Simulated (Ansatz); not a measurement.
# Cd3BiAs: the cost of one run

Method: DFT LDA, scalar-relativistic, plane waves, PAW, in Ansatz 0.2.0.

### 1 The starting structure

Symmetry: Pm-3m, No. 221, cubic system. The conventional cell has a = 6.500 Å, b = 6.500 Å, c = 6.500 Å, α = 90.00°, β = 90.00°, γ = 90.00°. Around Bi (site symmetry m-3m) lie 6 Cd at 3.25 Å. Cd (site symmetry 4/mmm) has 2 Bi at 3.25 Å as nearest neighbours.

As a file:

```cif
data_structure
_symmetry_space_group_name_H-M 'Pm-3m'
_symmetry_Int_Tables_number 221
_cell_length_a 6.5000
_cell_length_b 6.5000
_cell_length_c 6.5000
_cell_angle_alpha 90.000
_cell_angle_beta 90.000
_cell_angle_gamma 90.000
_cell_volume 274.63
loop_
_atom_site_label
_atom_site_type_symbol
_atom_site_symmetry_multiplicity
_atom_site_Wyckoff_symbol
_atom_site_fract_x
_atom_site_fract_y
_atom_site_fract_z
_atom_site_occupancy
As1 As 1 a 0.00000 0.00000 0.00000 1
Bi1 Bi 1 b 0.50000 0.50000 0.50000 1
Cd1 Cd 3 c 0.50000 0.50000 0.00000 1
```

This is a trial structure built by rule; it need not be a known or stable form of this composition.

This is a trial structure, the antiperovskite prototype, and another one may lie lower.

### 2 Seeking zero pressure, try 1

Input file input.yaml:

```yaml
crystal:
  lattice:
    - [6.5, 0.0, 0.0]
    - [0.0, 6.5, 0.0]
    - [0.0, 0.0, 6.5]
  atoms:
    - { symbol: As, position: [0.0, 0.0, 0.0] }
    - { symbol: Bi, position: [0.5, 0.5, 0.5] }
    - { symbol: Cd, position: [0.5, 0.5, 0.0] }
    - { symbol: Cd, position: [0.5, 0.0, 0.5] }
    - { symbol: Cd, position: [0.0, 0.5, 0.5] }
basis:
  ecutwfc: 420
kpoints:
  mp_grid: { grid: [4, 4, 4] }
hamiltonian:
  xc: lda
scf:
  occupations: { method: gaussian, width: 0.05 }
output:
  forces: true
  stress: true
  eigenvalues: true
```

Started as:

```sh
$ ansatz run input.yaml --threads 1 --pin off --max-ram 1228MiB --backend cpu --events-out ev --progress --plain --runs-dir out
```

**Question.** How long does this run take on 1 thread of an Arm CPU, shared host, and how much memory does it need?

About 18 s, with a peak of 0.54 GiB.
